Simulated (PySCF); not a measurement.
# HfNCl: structure of the singlet

Where does singlet HfNCl go from a PBE0 minimum start, is the end point a minimum, and what are its modes, charges and moments?

Method: PBE0, basis Hf def2-TZVP with ECP60, N def2-TZVP, Cl def2-TZVP, scalar-relativistic core potentials, no spin–orbit coupling, density fitting; program: PySCF 2.14.0.

### Step 1. The starting structure

3 atoms, charge 0, spin multiplicity 1.

Bond lengths: Hf1–N2 1.725 Å, Hf1–Cl3 2.381 Å. Angles: N2–Hf1–Cl3 108.8°.

Z-matrix (Å, degrees; charge 0 multiplicity 1):
```
Hf
N  1 1.7248
Cl 1 2.3805 2 108.80
```

### Step 2. The SCF at the typed geometry

The steps below are one call of a driver around PySCF. For each, scf.py gives the equivalent set-up of the SCF; relaxations use the driver's own optimiser. After this first run the driver tries any further starts and a stability analysis.

Contents of scf.py:

```python
from pyscf import gto, scf, dft
mol = gto.M(atom='''
Hf    -0.230967    -0.000019    -0.257761
N      1.017336     0.000084    -1.447934
Cl     0.768831     0.000064     1.902621''',
    basis={'Hf': 'def2-TZVP', 'N': 'def2-TZVP', 'Cl': 'def2-TZVP'},
    ecp={'Hf': 'def2-TZVP'},
    charge=0, spin=0)
mf = dft.RKS(mol, xc='PBE0')
mf.grids.atom_grid = (50, 194)
aux = {'Hf': 'def2-universal-JKFIT', 'N': 'def2-universal-JKFIT', 'Cl': 'def2-universal-JKFIT'}
mf = mf.density_fit(auxbasis=aux)
mf.conv_tol = 1e-08
mf.diis_space = 10
mf.max_cycle = 60
mf.init_guess = 'minao'
mf.verbose = 4
mf.kernel()
```

Started as:

```sh
OMP_NUM_THREADS=2 python axn.py task.json out
```

Log, shortened:

```text
[... the frontier levels of the middle cycles are left out ...]
init E= -543.938423933571
  HOMO = -0.465412988811871  LUMO = -0.317020414038089  gap/eV = 4.03797
cycle= 1 E= -562.499423804515  delta_E= -18.6  |g|=    1  |ddm|= 7.06
  HOMO = -0.0743118042214626  LUMO = -0.05211479028992  gap/eV = 0.60401
cycle= 2 E= -559.084406637327  delta_E= 3.42  |g|= 2.95  |ddm|= 2.89
  HOMO = -0.217721996736229  LUMO = -0.0976428810895827  gap/eV = 3.26752
cycle= 3 E= -562.643848958154  delta_E= -3.56  |g|= 0.572  |ddm|= 2.75
cycle= 4 E= -562.714418878615  delta_E= -0.0706  |g|= 0.311  |ddm|= 0.547
cycle= 5 E= -562.736989074176  delta_E= -0.0226  |g|= 0.0654  |ddm|= 0.253
cycle= 6 E= -562.737901498419  delta_E= -0.000912  |g|= 0.0305  |ddm|= 0.0661
cycle= 7 E= -562.738096677105  delta_E= -0.000195  |g|= 0.0139  |ddm|= 0.0233
cycle= 8 E= -562.738145309121  delta_E= -4.86e-05  |g|= 0.00462  |ddm|= 0.0124
cycle= 9 E= -562.738153305698  delta_E= -8e-06  |g|= 0.00148  |ddm|= 0.00761
cycle= 10 E= -562.738154485496  delta_E= -1.18e-06  |g|= 0.000216  |ddm|= 0.00368
cycle= 11 E= -562.738154577601  delta_E= -9.21e-08  |g|= 0.000129  |ddm|= 0.00126
cycle= 12 E= -562.738154597116  delta_E= -1.95e-08  |g|= 5.05e-05  |ddm|= 0.0007
cycle= 13 E= -562.738154598623  delta_E= -1.51e-09  |g|= 9.94e-06  |ddm|= 0.000167
  HOMO = -0.222889451613909  LUMO = -0.122033473638124  gap/eV = 2.74443
Extra cycle  E= -562.738154598712  delta_E= -8.86e-11  |g|= 1.26e-05  |ddm|= 3.6e-05
converged SCF energy = -562.738154598712
```

This step, with its further starts and checks, needed 5.6 s of wall time on 2 threads of Arm Neoverse N1, shared host.

The test of internal stability found no lower closed-shell solution.

### Step 3. Relaxation: PBE0 minimum start, singlet

The program finds Cs symmetry in the start, which this walk keeps.

scf.py: that of step 2 with these lines changed.

```diff
@@ -3,3 +3,3 @@
-Hf    -0.230967    -0.000019    -0.257761
-N      1.017336     0.000084    -1.447934
-Cl     0.768831     0.000064     1.902621''',
+Hf    -0.229085    -0.000019    -0.257209
+N      1.019218     0.000084    -1.447382
+Cl     0.770713     0.000064     1.903173''',
@@ -16 +15,0 @@
-mf.init_guess = 'minao'
```

The optimiser's trace:

```csv
step,energy (Eh),change (kJ/mol),largest symmetric gradient (Eh/bohr)
0,-562.738155,0.00,0.00062
1,-562.738156,0.00,0.00013
```

The walk took 6.2 s.

Positions (Å) and forces (eV/Å) along the way:

```
step 0
Hf  -0.229   0.000  -0.257   0.034   0.000  -0.012
N    1.019   0.000  -1.447  -0.015   0.000   0.008
Cl   0.771   0.000   1.903  -0.019   0.000   0.004
step 1
Hf  -0.228   0.000  -0.257   0.006   0.000  -0.003
N    1.018   0.000  -1.449   0.007   0.000  -0.004
Cl   0.770   0.000   1.904  -0.012   0.000   0.007
```

After 1 steps and 0.0 kJ/mol it ends at Cs: Hf–Cl 2.380 Å, Hf–N 1.724 Å; Cl–Hf–N 108.9°.

### Step 4. Frequencies

The point is checked on the finer grid, and tightened if its gradient asks for it. The Hessian and the dipole derivatives come from central differences of analytic gradients, with steps of 0.02 bohr.

scf.py: that of step 3 with these lines changed.

```diff
@@ -3,3 +3,3 @@
-Hf    -0.229085    -0.000019    -0.257209
-N      1.019218     0.000084    -1.447382
-Cl     0.770713     0.000064     1.903173''',
+Hf    -0.229952    -0.000019    -0.257419
+N      1.018207     0.000084    -1.447741
+Cl     0.769683     0.000064     1.902936''',
@@ -10 +10 @@
-mf.grids.atom_grid = (50, 194)
+mf.grids.atom_grid = (75, 302)
@@ -13 +13 @@
-mf.conv_tol = 1e-08
+mf.conv_tol = 1e-10
```

This SCF starts from the last density.

SCF at the final geometry:

```text
init E= -562.738122509879
  HOMO = -0.222883512117596  LUMO = -0.12201376309845  gap/eV = 2.74481
cycle= 1 E= -562.738122509873  delta_E= 5.8e-12  |g|= 6.47e-06  |ddm|= 8.65e-06
  HOMO = -0.222883304568247  LUMO = -0.122014737486957  gap/eV = 2.74477
Extra cycle  E= -562.738122509802  delta_E= 7.13e-11  |g|= 1.86e-05  |ddm|= 1.49e-05
converged SCF energy = -562.738122509802
```

The whole step took 64 s.

Geometry: Cs; Hf–Cl 2.380 Å, Hf–N 1.725 Å; Cl–Hf–N 108.8°.

Harmonic modes (main isotopes):

```json
{"symmetry": "a'", "ω (cm⁻¹)": "184", "IR (km/mol)": "15.7", "μ (u)": "17.23", "type": "bend"}
{"symmetry": "a'", "ω (cm⁻¹)": "354", "IR (km/mol)": "59.3", "μ (u)": "40.02", "type": "stretch"}
{"symmetry": "a'", "ω (cm⁻¹)": "970", "IR (km/mol)": "69.2", "μ (u)": "14.98", "type": "stretch"}
```

All wavenumbers are real: a minimum.

Properties at this point:

| Quantity | Value |
| --- | --- |
| Dipole moment | 7.27 D |
| Highest occupied level | -6.06 eV |
| Lowest empty level | -3.32 eV |
| Rotational constants | 0.5232, 0.09343, 0.07927 cm⁻¹ |
| Zero-point energy | 9.0 kJ/mol |
| Principal polarisabilities | 36.1, 52.9, 79.6 bohr³ |
| Atomisation energy without zero-point energy | 930 kJ/mol |
| Principal traceless quadrupole moments about the centre of mass | -17.26, 5.78, 11.49 D Å |
| Entropy at 298.15 K and 1 bar | 298.3 J/(mol K) |
| Heat capacity Cp at 298.15 K | 49.3 J/(mol K) |
| Enthalpy at 298.15 K above 0 K | 12.50 kJ/mol |
| Rotational symmetry number | 1 |

Populations by atom (charges in e):

| atom | Mulliken | Löwdin | polar tensor | Mayer order to Hf1 |
| --- | --- | --- | --- | --- |
| Hf1 | 0.92 | 0.43 | 1.31 | – |
| N2 | -0.51 | -0.40 | -0.73 | 3.04 |
| Cl3 | -0.41 | -0.03 | -0.59 | 1.02 |

Mulliken populations on Hf1 (outside its core potential): s 2.26, p 6.26, d 2.49, f 0.07.

### Step 5. Would spin polarisation lower it?

At the lowest minimum the closed shell is tested against spin polarisation, on the (50, 194) grid. It is stable.

### Step 6. What came out

```
                                 quantity                                        value
                                  minimum                                  singlet, Cs
                                 geometry  Hf–Cl 2.380 Å, Hf–N 1.725 Å; Cl–Hf–N 108.8°
                       wavenumbers (cm⁻¹)                 184 (a'), 354 (a'), 970 (a')
                            dipole moment                                       7.27 D
     highest occupied, lowest empty level                              -6.06, -3.32 eV
               polar-tensor charge of Hf1                                      +1.31 e
                        zero-point energy                                   9.0 kJ/mol
                      entropy at 298.15 K                              298.3 J/(mol K)
atomisation energy (no zero-point energy)                                   930 kJ/mol
```

What this shows: The molecule stays Cs, as typed, and the end point is a minimum. The strongest infrared band lies at 970 cm⁻¹ (a', stretch). With 7.3 D the molecule is strongly polar. Only this shape and spin were tried, so other structures or states may lie lower. With an element this heavy the missing spin–orbit coupling can shift these numbers.

The search up to here needed 81 s of wall time on 2 threads of Arm Neoverse N1, shared host.
